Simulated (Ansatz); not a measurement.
# ClGeH2N (SMILES [NH2][Ge][Cl]): functionals against CCSD(T) at one geometry

One table from this session's results is given with a row withheld; the runs are named, their logs left out.

The runs use Ansatz 0.2.0, Gaussian basis; single points in def2-TZVPP.

Cores are frozen in the correlated methods. Filled d shells of the heavier atoms are correlated.

**The starting structure**

SMILES `[NH2][Ge][Cl]`, 5 atoms, charge 0, spin multiplicity 1.

Atoms are counted from 1 here; the program's logs count them from 0.

Bond lengths: N1–Ge2 1.834 Å, N1–H4 1.015 Å, N1–H5 1.026 Å, Ge2–Cl3 2.141 Å. Angles: Ge2–N1–H4 127.2°, Ge2–N1–H5 124.0°, H4–N1–H5 108.9°, N1–Ge2–Cl3 96.9°.

Geometry (Å):

```csv
atom,x (Å),y (Å),z (Å)
N1,-0.49750,0.29420,-0.36140
Ge2,-0.05870,-1.21670,0.58130
Cl3,1.94820,-0.64570,1.06260
H4,0.09580,1.09710,-0.54340
H5,-1.41800,0.45960,-0.78310
```

Set-up of the first run:

File run/in.yaml:

```yaml
crystal:
  periodic: [false, false, false]
  atoms:
    - {symbol: N, position_ang: [-0.497500, 0.294200, -0.361400]}
    - {symbol: Ge, position_ang: [-0.058700, -1.216700, 0.581300]}
    - {symbol: Cl, position_ang: [1.948200, -0.645700, 1.062600]}
    - {symbol: H, position_ang: [0.095800, 1.097100, -0.543400]}
    - {symbol: H, position_ang: [-1.418000, 0.459600, -0.783100]}
basis:
  gaussian: {orbitals: def2-TZVPP}
correlation: {method: ccsd_t}
output: {forces: true}
```

No record of the launch command was kept for these runs.

Steps of the session up to this table: CCSD(T)/def2-TZVPP; PBE0-D4/def2-TZVPP; wB97M-V/def2-TZVPP; r2SCAN-D4/def2-TZVPP; PBE-D4/def2-TZVPP; SPW92/def2-TZVPP; LC-wPBE/def2-TZVPP.

One table of the session follows, with a row left open; its other results are not shown here.

| method | RMS force component (eV/Å) | angle to CCSD(T) forces (°) | dipole (D) |
| --- | --- | --- | --- |
| CCSD(T) | 0.475 | reference | 2.41 |
| PBE0-D4 | 0.482 | 2.4 | 2.44 |
| wB97M-V | 0.489 | 2.6 | 2.42 |
| r2SCAN-D4 | 0.469 | 4.0 | 2.48 |
| PBE-D4 | 0.520 | 25.0 | 2.43 |
| SPW92 | 0.377 | 31.6 | 2.49 |
| LC-wPBE | ? | ? | ? |

**Question.** Estimate the row for LC-wPBE.

As computed: RMS force component (eV/Å): 0.442; angle to CCSD(T) forces (°): 20.0; dipole (D): 2.48. In the column «RMS force component (eV/Å)» it lies between SPW92 (0.377) and r2SCAN-D4 (0.469).
